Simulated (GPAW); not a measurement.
Crystal: NaCu.

```
Na Cu
1.0
     2.94224    0.00000    0.00000
     0.00000    2.94224    0.00000
     0.00000    0.00000    4.04091
Na Cu
1 1
Cartesian
  0.0000 0.0000 0.0000
  1.4711 1.4711 2.0205
```

The cell was built by a generator and needn't be a form met in nature.

Base run:

```yaml
Program: GPAW 26.7.0
Functional: LDA
Potentials_or_basis: the program's PAW data sets (release 1.2.1) made for this functional
Cutoff: 800 eV
Basis: pw
k_mesh: 9 × 9 × 7
Occupations: fermi-dirac, width 0.05 eV
Spin: no spin polarisation
```

Its results: pressure -2.0 GPa.

**Question.** After a change of settings the same cell gave: pressure 2.8 GPa. Which change was it?
A. functional from LDA to PBEsol; potentials or basis from the program's PAW data sets (release 1.2.1) made for this functional to PAW data sets generated in the run's folder for this functional
B. functional from LDA to revPBE
C. functional from LDA to PBE; potentials or basis from the program's PAW data sets (release 1.2.1) made for this functional to GPAW PAW data sets (gpaw-data 1.2.1)
D. functional from LDA to BLYP; potentials or basis from the program's PAW data sets (release 1.2.1) made for this functional to PAW data sets generated in the run's folder for this functional

**Answer.** C.

Caveats: with this Cu data set, volumes or pressures lay over 1.5 % or 2 GPa off other programs in two to four cells of ten.
